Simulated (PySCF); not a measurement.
# F2Li2: the cost of one run

Computed with PySCF 2.14.0; each step states its level. No surroundings beyond the atoms listed, unless a continuum is named. Atoms count from 0, parts from 1.

## (1) The system as given

4 atoms, charge 0, multiplicity 1; geometry: GFN2-xTB. Parts: 1 = atoms 0–1, `[Li][F]`, charge 0; 2 = atoms 2–3, `[Li][F]`, charge 0.

## (2) Geometry optimisation at PBE0-D3(BJ)/def2-TZVPD

Job settings and geometry (Å):

```
{"job": {"xc": "PBE0", "basis": "def2-TZVPD", "d3": "d3bj", "grid": 3, "kind": "geom", "shake": 0.01}, "charge": 0, "multiplicity": 1, "parts": [{"atoms": "0-1", "charge": 0, "multiplicity": 1}, {"atoms": "2-3", "charge": 0, "multiplicity": 1}]}
Li     0.044137     0.612282    -0.801176
F     -0.596191     0.387763     0.756169
Li    -1.363904     1.895669     0.525614
F     -0.695830     2.145903    -1.033887
```

The run is started by

```sh
$ OMP_NUM_THREADS=1 python cluster_run.py task.json out
```

One launch serves the whole session: the jobs run in the order shown.

Q: Estimate the wall time and peak memory of this first job on 1 thread of Arm Neoverse N1, shared host.

About 24 s, with a peak of 0.46 GiB.
